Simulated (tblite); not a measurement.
# C7H9PSe: the cost of one run

Programs: tblite 0.8.0 and PySCF 2.14.0, with density-fitted response routines of our own. Each step states its level of theory. These are calculated values for one molecule, in the gas phase or a continuum, unless marked as measured. Atoms are numbered from 0 throughout.

## (1) The starting structure

18 atoms, charge 0, multiplicity 1; geometry from: force field or distance geometry start.

Bonds of the start (Å): C0–C1 1.21, C1–P2 1.78, P2–Se3 2.09, P2–C4 1.78, C4–C5 1.32, P2–C6 1.79, C6–C7 1.51, C7–C8 1.50, C8–C6 1.48, C0–H9 1.06, C4–H10 1.08, C5–H11 1.10, C5–H12 1.11, C6–H13 1.12, C7–H14 1.09, C7–H15 1.13, C8–H16 1.11, C8–H17 1.11.

## (2) Geometry optimisation with GFN2-xTB

Job settings and geometry (Å):

```
{"job": {"kind": "relax", "xc": "GFN2-xTB", "basis": "xTB"}, "charge": 0, "multiplicity": 1}
C      1.526900     2.682700    -0.661400
C      1.060900     1.571100    -0.557600
P      0.387700    -0.066200    -0.363400
Se     0.489400    -1.111200    -2.165500
C      1.512400    -0.963400     0.689900
C      2.794200    -1.110600     0.417600
C     -1.191500    -0.050600     0.478100
C     -2.300800    -0.873300    -0.124500
C     -2.394000     0.622100    -0.071200
H      1.896800     3.674500    -0.751800
H      1.142100    -1.426100     1.598000
H      3.276600    -0.690600    -0.473000
H      3.408100    -1.681800     1.142700
H     -1.098100    -0.021900     1.598800
H     -2.206300    -1.277100    -1.133500
H     -2.847700    -1.468800     0.667500
H     -2.380100     1.200900    -1.018100
H     -3.085400     0.996600     0.716000
```

Run with:

```console
$ OMP_NUM_THREADS=1 python probes_run.py task.json out
```

This one command runs all jobs of the session in turn.

**Question.** How long does this first job take on 1 thread of Arm Neoverse V1, shared host, and how much memory does it need?

About 1.6 s, with a peak of 0.18 GiB.
